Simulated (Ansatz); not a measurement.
# GeB2I3: the cost of one run

Method: DFT PBE, scalar-relativistic, plane waves, PAW, in Ansatz 0.2.0.

### Step 1. The starting structure

Symmetry: P6mm, No. 183, hexagonal system. The conventional cell has a = 6.395 Å, b = 6.395 Å, c = 4.491 Å, α = 90.00°, β = 90.00°, γ = 120.00°. Around Ge (site symmetry 6mm) lie 6 B at 3.71 Å and 12 I at 3.73 to 4.10 Å. B (site symmetry 3m) has 6 I at 2.89 to 2.92 Å and 3 B at 3.69 Å and 3 Ge at 3.71 Å as nearest neighbours. I (site symmetry 2mm) is surrounded by 4 B at 2.89 to 2.92 Å and 4 I at 3.20 Å and 4 Ge at 3.73 to 4.10 Å.

Coordinates:

```
CELL_PARAMETERS angstrom
6.39450 0.00000 0.00000
-3.19725 5.53780 0.00000
0.00000 0.00000 4.49130
ATOMIC_POSITIONS crystal
Ge 0.00000 0.00000 0.88881
B 0.66667 0.33333 0.96314
B 0.33333 0.66667 0.96314
I 0.50000 0.50000 0.45952
I 0.50000 0.00000 0.45952
I 0.00000 0.50000 0.45952
```

A structure generator made this guess: species swapped into a database cell of ErCo3Ge2 (P6mm, No. 183), with Ge on the Er sites, I on the Co sites and B on the Ge sites. Its size is a rough estimate.

### Step 2. The guess as it stands, on a coarse mesh

input.yaml reads:

```yaml
crystal:
  lattice:
    - [6.39450308, 0.0, 0.0]
    - [-3.19725154, 5.53780212, 0.0]
    - [0.0, 0.0, 4.49130427]
  atoms:
    - { symbol: Ge, position: [0.0, 0.0, 0.88881302] }
    - { symbol: B, position: [0.66666667, 0.33333333, 0.96313798] }
    - { symbol: B, position: [0.33333333, 0.66666667, 0.96313798] }
    - { symbol: I, position: [0.5, 0.5, 0.45951599] }
    - { symbol: I, position: [0.5, 0.0, 0.45951599] }
    - { symbol: I, position: [0.0, 0.5, 0.45951599] }
basis:
  ecutwfc: 420
kpoints:
  mp_grid: { grid: [3, 3, 4] }
hamiltonian:
  xc: pbe
scf:
  occupations: { method: gaussian, width: 0.1 }
  lower_state_search: "off"
output:
  forces: true
  stress: true
  eigenvalues: true
```

Launch:

```sh
> ansatz run input.yaml --threads 1 --pin off --max-ram 2560MiB --backend cpu --events-out ev --progress --plain --runs-dir out
```

**Question.** How long does this run take on 1 thread of Arm Neoverse V2, shared host, and how much memory does it need?

About 5 s, with a peak of 0.37 GiB.
